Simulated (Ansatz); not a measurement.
# FH5N2OSi: basis-set convergence

One table from this session's results is given with a row withheld; the runs are named, their logs left out.

Computed with Ansatz 0.2.0, Gaussian basis. Level: one geometry, several basis sets.

The runs, in order: PBE0-D4/def2-SVP; ωB97M-V/def2-SVP; PBE0-D4/def2-QZVPP; ωB97M-V/def2-QZVPP; the functionals' def2-TZVPP values are taken from earlier runs.

## The relaxed structure

The geometry comes from an earlier relaxation with PBE0-D4 in a triple-zeta def2 set; it is a stationary point, not always the lowest conformer.

SMILES `N[Si](N)(O)F`, 10 atoms, charge 0, spin multiplicity 1.

Atoms are counted from 1 here; the program's logs count them from 0.

Bond lengths: N1–Si2 1.685 Å, N1–H6 1.004 Å, N1–H7 1.005 Å, Si2–N3 1.695 Å, Si2–O4 1.637 Å, Si2–F5 1.605 Å, N3–H8 1.005 Å, N3–H9 1.005 Å, O4–H10 0.958 Å. Angles: Si2–N1–H6 122.0°, Si2–N1–H7 121.9°, H6–N1–H7 113.3°, N1–Si2–N3 109.0°, N1–Si2–O4 103.8°, N1–Si2–F5 116.8°, N3–Si2–O4 119.6°, N3–Si2–F5 102.6°, O4–Si2–F5 105.7°, Si2–N3–H8 121.3°, Si2–N3–H9 121.7°, H8–N3–H9 112.5°, Si2–O4–H10 116.8°.

The first run:

The input, in.yaml:

```yaml
crystal:
  periodic: [false, false, false]
  atoms:
    - {symbol: N, position_ang: [-0.415753, 1.495419, -0.024829]}
    - {symbol: Si, position_ang: [0.063393, -0.096398, -0.298275]}
    - {symbol: N, position_ang: [-0.488663, -1.065147, 0.977805]}
    - {symbol: O, position_ang: [1.670979, 0.022602, -0.585141]}
    - {symbol: F, position_ang: [-0.553869, -0.827115, -1.586609]}
    - {symbol: H, position_ang: [-1.328326, 1.723125, 0.327296]}
    - {symbol: H, position_ang: [0.046591, 2.271965, -0.464079]}
    - {symbol: H, position_ang: [-0.741180, -2.027080, 0.831054]}
    - {symbol: H, position_ang: [-0.238858, -0.873712, 1.932481]}
    - {symbol: H, position_ang: [2.068785, -0.674859, -1.106904]}
basis:
  gaussian: {orbitals: def2-SVP}
hamiltonian: {xc: pbe0, dispersion: d4}
output: {orbitals: {seedname: orbitals}}
```

Among the steps run: PBE0-D4 in def2-SVP; ωB97M-V in def2-SVP; PBE0-D4 in def2-QZVPP; ωB97M-V in def2-QZVPP.

One of the session's tables, all rows but one given; the rest of the session is left out.

It belongs to the step «Functionals by basis». 

```
functional       basis  HOMO (eV)  LUMO (eV)
   PBE0-D4    def2-SVP      -7.36       1.49
   PBE0-D4  def2-TZVPP          ?          ?
   PBE0-D4  def2-QZVPP      -7.74       0.31
   ωB97M-V    def2-SVP      -9.78       3.11
   ωB97M-V  def2-TZVPP     -10.10       2.15
   ωB97M-V  def2-QZVPP     -10.17       1.50
```

Q: Estimate the row for PBE0-D4, def2-TZVPP from the others.

**Answer.** HOMO (eV): -7.67; LUMO (eV): 0.74. In the column «HOMO (eV)» it lies between PBE0-D4, def2-QZVPP (-7.74) and PBE0-D4, def2-SVP (-7.36).
